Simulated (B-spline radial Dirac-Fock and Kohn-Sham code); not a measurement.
# Inner shells of Be²⁺

Wanted for beryllium as Be²⁺: its X-ray form factor and Compton profile, the binding energy of each subshell, how cheaper methods do for the levels, its photoionisation cross sections, the widths and yields of its core holes and its two-hole states.

The numbers are computed with B-spline radial Dirac-Fock and Kohn-Sham code (version 2): a free atom or ion on a radial basis; each step names its model.

## 1. What is computed

Beryllium as Be²⁺, 1s2.

```yaml
nuclear_charge: 4
electrons: 2
mass_number: 9
nuclear_rms_radius: 2.519 fm
```

Outer shells as boxes (Hund's rule, for the drawing alone; heavy ions are jj-coupled, and the calculation averages over the configuration):

```
1s [↑↓]
```

## 2. Scattering by the electron cloud

Model: Dirac-Fock average of configuration, finite nucleus; form factor of the spherical density, Waller-Hartree incoherent function, impulse-approximation Compton profiles.

Recorded inputs:

```ini
task = scatter
Z = 4
charge = 2
configuration = 1s2
mass_number = 9
rms_radius = 2.519  # fm
s = [0.0, 0.09, 0.11, 0.13, 0.16, 0.19, 0.23, 0.29, 0.35, 0.42, 0.52, 0.63, 0.77, 0.94, 1.14, 1.39, 1.7, 2.07, 2.52, 3.07, 3.74, 4.56, 5.56]  # 1/A
pz = [0, 0.1, 0.2, 0.3, 0.4, 0.5, 0.6, 0.8, 1.0, 1.2, 1.4, 1.6, 1.8, 2.0, 2.5, 3.0, 4.0, 5.0, 7.0, 10.0, 15.0, 20.0, 30.0, 40.0, 60.0, 100.0]  # a.u.
photon_energy = [1000, 2000, 10000, 17479.3, 30000, 50000, 100000, 200000]  # eV
```

## 3. Core and valence levels

Model: Dirac-Fock average of configuration, Delta-SCF, finite nucleus, first-order Breit with its frequency dependence, self-energy and vacuum polarisation.

Settings, as recorded:

```ini
task = binding
```

## 4. The levels by Dirac LDA

Model: Dirac-Kohn-Sham LDA (Slater exchange, VWN correlation), finite nucleus, spherical and without spin polarisation.

The run's settings:

```ini
task = binding-ladder
method = lda,vwn
relativity = dirac
```

## 5. Photoionisation

Model: independent-particle photoionisation: Dirac-Hartree-Slater potential of the initial state with a Latter tail for bound and continuum orbitals, all multipoles in the length form, thresholds from Dirac-Fock Delta-SCF.

Recorded inputs:

```ini
task = photo
photon_energy = [21.22, 150, 176.0, 179.0, 300, 1253.6, 1420.0, 6000, 8047.8, 12000.0, 17479.3, 44500.0, 50700.0, 63700.0, 150000, 168000.0]  # eV
```

## 6. Two holes

Model: Dirac-Fock average of configuration, Delta-SCF, finite nucleus, first-order Breit with its frequency dependence, self-energy and vacuum polarisation; two-hole levels by intermediate coupling within the shell, Auger rates as independent-particle Coulomb matrix elements.

The run's settings:

```ini
task = double
```

## 7. The levels by non-relativistic HF

Model: non-relativistic Hartree-Fock, average of configuration, point nucleus.

Settings, as recorded:

```ini
task = binding-ladder
method = hf
relativity = nr
```

## 8. Dirac PBE, for comparison

Model: Dirac-Kohn-Sham PBE, finite nucleus, spherical and without spin polarisation.

Settings, as recorded:

```ini
task = binding-ladder
method = pbe,pbe
relativity = dirac
```

(Steps that only read results are left out.)

What does the calculation give? Wanted: rms radius of the electron cloud; form factor halves at; Compton profile at zero; deepest level listed, K; least bound, K; Dirac LDA, K: eigenvalue / ΔSCF; largest U, K K; non-relativistic HF, 1s: eigenvalue / ΔSCF; Dirac PBE, K: eigenvalue / ΔSCF.

**Answer**, as computed:

| quantity | value |
| --- | --- |
| rms radius of the electron cloud | 0.481 bohr |
| form factor halves at | 0.71 1/Å |
| Compton profile at zero | 0.4726 1/a.u. |
| deepest level listed, K (1s) | 152.7 eV |
| least bound, K (1s) | 152.7 eV |
| ionisation energy, NIST (theoretical) | 153.896 eV |
| Dirac LDA, K: eigenvalue / ΔSCF | 130.8 / 156.9 eV |
| total at 1420.0 eV | 3.36 kb |
| strongest subshell at 1420.0 eV | K (1s), 3.36 kb, β = 2.00 |
| largest U, K K | 65.04 eV |
| non-relativistic HF, 1s: eigenvalue / ΔSCF | 154.2 / 152.7 eV |
| Dirac PBE, K: eigenvalue / ΔSCF | 132.3 / 158.8 eV |

**Reading.** f falls from 2 to half of that at s = 0.71 1/Å. Incoherent scattering outweighs coherent from 17.5 keV on, among the energies asked. Up to 2 1/Å f stays within 0.20 % of the table. For K (1s), relaxation takes off 1.52 eV, Breit terms shift it by -0.02 and QED by 0.00 eV. NIST's ionisation energy differs by +1.20 eV from the least binding energy; correlation is missing from the calculation. Dirac LDA misses the K level by -14.3 % with its eigenvalue and by +2.8 % with ΔSCF, so total-energy differences mend most of the error. K (1s) leads at 1420.0 eV with 100 % of the total, and the K shell holds 100 % at 168000 eV. Under 200 eV, coupling between channels can change such values by tens of per cent. Two holes repel most in K K, by 65.04 eV, and least in K K, by 65.04 eV. Non-relativistic HF misses the 1s level by +1.0 % with its eigenvalue and by 0.0 % with ΔSCF, so total-energy differences mend most of the error. Dirac PBE misses the K level by -13.4 % with its eigenvalue and by +4.0 % with ΔSCF, so total-energy differences mend most of the error. The Hartree-Fock and Dirac-Fock values hold no electron correlation.
